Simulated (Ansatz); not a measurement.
# BrH3Si: the cost of one run

Computed with Ansatz 0.2.0. Level: RKS PBE-D4/def2-TZVP.

### 1 Reference run: SiH3Br, relaxed

input.yaml reads:

```yaml
crystal:
  periodic: [false, false, false]
  atoms:
    - { symbol: Si, position_ang: [-0.441293, -0.304326, -0.438667] }
    - { symbol: H, position_ang: [1.107199, -0.18098, -0.52592] }
    - { symbol: Br, position_ang: [1.722977, 0.83777, 1.087114] }
    - { symbol: H, position_ang: [-1.069394, -1.246403, 0.550643] }
    - { symbol: H, position_ang: [-1.319488, 0.89394, -0.67307] }
basis:
  gaussian: { orbitals: def2-TZVP }
hamiltonian:
  xc: pbe
  dispersion: d4
output:
  forces: true
relax:
  f_tol: 0.02
  max_steps: 120
  constraints: [{ distance: [0, 1] }, { distance: [0, 2] }, { distance: [1, 2] }]
  escape_saddle: false
```

Run with:

```console
$ ansatz run input.yaml --threads 1 --pin off --max-ram 2560MiB --backend cpu --events-out ev --progress --plain --runs-dir out
```

**Question.** How long does this run take on 1 thread of Arm Neoverse V2, shared host, and how much memory does it need?

About 6.7 s, with a peak of 0.15 GiB.
